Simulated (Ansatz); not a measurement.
# ZnO: the cost of one run

Program: Ansatz 0.2.0. Level of theory: DFT LDA, scalar-relativistic, plane waves, PAW. These are calculated values, not measurements.

## (1) The system as given

It takes space group P6_3mc (No. 186, hexagonal). Conventional cell: a = 3.249 Å, b = 3.249 Å, c = 5.206 Å, α = 90.00°, β = 90.00°, γ = 120.00°. Around Zn (site symmetry 3m) lie 4 O at 1.97 to 1.98 Å. Around O (site symmetry 3m) lie 4 Zn at 1.97 to 1.98 Å.

Structure file:

```cif
data_structure
_symmetry_space_group_name_H-M 'P 1'
_symmetry_Int_Tables_number 1
_cell_length_a 3.2493
_cell_length_b 3.2493
_cell_length_c 5.2057
_cell_angle_alpha 90.000
_cell_angle_beta 90.000
_cell_angle_gamma 120.000
_cell_volume 47.60
loop_
_atom_site_label
_atom_site_type_symbol
_atom_site_fract_x
_atom_site_fract_y
_atom_site_fract_z
_atom_site_occupancy
Zn1 Zn 0.33333 0.66667 0.50000 1
Zn2 Zn 0.66667 0.33333 0.00000 1
O1 O 0.66667 0.33333 0.37901 1
O2 O 0.33333 0.66667 0.87901 1
```

The structure rests on an entry of the Crystallography Open Database; cell or positions may have been set otherwise for this series.

## (2) Relaxing cell and atoms: ZnO, no spin

File input.yaml:

```yaml
crystal:
  lattice:
    - [3.249308, 0.0, 0.0]
    - [-1.624654, 2.8139832727, 0.0]
    - [0.0, 0.0, 5.205709]
  atoms:
    - { symbol: Zn, position: [0.3333333333, 0.6666666667, 0.5] }
    - { symbol: Zn, position: [0.6666666667, 0.3333333333, 0.0] }
    - { symbol: O, position: [0.6666666667, 0.3333333333, 0.37901] }
    - { symbol: O, position: [0.3333333333, 0.6666666667, 0.87901] }
scf:
  occupations: { method: gaussian, width: 0.02 }
output:
  forces: true
  stress: true
  eigenvalues: true
kpoints:
  mp_grid: { grid: [21, 21, 12] }
hamiltonian:
  xc: lda
relax:
  f_tol: 0.005
  adjacent_minimum: "off"
  cell: { stress_tol: 0.02 }
```

Command:

```console
$ ansatz run input.yaml --threads 4 --pin off --max-ram 14336MiB --backend cpu --events-out ev --progress --plain --runs-dir out
```

Q: Estimate wall time and peak memory on 4 threads of Intel Xeon Platinum 8259CL at 2.50GHz (Skylake/Cascade Lake), shared host.

About 1.9 min, with a peak of 0.73 GiB.
